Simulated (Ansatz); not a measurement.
# Ba2FeMoO6: the cost of one run

Computed with Ansatz 0.2.0, driven from Python. Level of theory: DFT PBEsol+U, plane waves, PAW.

## Step 1: The system

Symmetry: Fm-3m, No. 225, cubic system. Conventional cell: a = 8.069 Å, b = 8.069 Å, c = 8.069 Å, α = 90.00°, β = 90.00°, γ = 90.00°. Ba (site symmetry -43m) has 12 O at 2.85 Å as nearest neighbours. Fe (site symmetry m-3m) has 6 O at 2.07 Å as nearest neighbours. Mo (site symmetry m-3m) has 6 O at 1.96 Å as nearest neighbours. O (site symmetry 4mm) is surrounded by 1 Mo at 1.96 Å and 1 Fe at 2.07 Å.

The script holds or builds the structure itself.

## Step 2: The script

File plus_u.py:

```python
"""How the states of Ba2FeMoO6 follow the Hubbard U."""

import ansatz as az
import numpy as np


def count_gap(report):
    # lowest empty less highest filled band, counting bands; zero where they overlap
    return max(report.get("gap_by_band_count_ev") or 0.0, 0.0)

crystal = (
    az.Lattice.fcc(8.069)
    .space_group(225)
    .atom("Ba", (0.25, 0.75, 0.75))
    .atom("Fe", (0.5, 0.0, 0.0))
    .atom("Mo", (0.0, 0.0, 0.0))
    .atom("O", (0.2432, 0.0, 0.0))
    .primitive()
    .moments(Fe=2.4)
)

job = crystal.calculation()
job = job.functional("PBEsol")
job = job.kpoints(density=4.1)
job = job.occupations("fermi_dirac", width=0.1).spin(az.SpinTreatment.COLLINEAR)
job = job.band_table()
rows = []
for u in [0.0, 2.0, 4.0, 6.0]:
    summary = job.hubbard("Mo", "d", u_eff=u).run().report
    shell = summary["hubbard"]["n_scf"]
    rows.append((u, count_gap(summary), sum(shell) / len(shell), max(abs(m) for m in summary["site_moments_mub"]), summary["n_iterations"]))
print("      U_eff eV  gap by band count eV  Mo d occupation (projector)  largest moment muB      iterations")
for row in rows:
    print(f"{str(row[0]):>14s}  {row[1]:20.3f}  {row[2]:27.4f}  {row[3]:18.3f}  {row[4]:14d}")
```

## Step 3: The input behind the calls

The package turns the script's settings into the engine's input (first run):

```yaml
crystal:
  lattice:
    bravais: fcc
    a: 8.069
  space_group: 225
  atoms:
    - { symbol: Ba, position: [0.25, 0.75, 0.75] }
    - { symbol: Fe, position: [0.5, 0.0, 0.0] }
    - { symbol: Mo, position: [0.0, 0.0, 0.0] }
    - { symbol: O, position: [0.2432, 0.0, 0.0] }
  reduce_to_primitive: true
kpoints:
  mp_grid:
    kspacing: 0.24390243902439027
hamiltonian:
  xc: pbesol
  hubbard:
    - { species: Mo, l: d, u_eff: 0.0 }
magnetization:
  spin_polarized: true
  per_species:
    Fe: 2.4
scf:
  occupations:
    method: fermi_dirac
    width: 0.1
output:
  eigenvalues: true
```

## Step 4: Running it

Run with:

```console
> python plus_u.py
```

What time and memory should one allow on 1 thread of Arm Neoverse V1, shared host?

About 26 min, with a peak of 1.7 GiB.
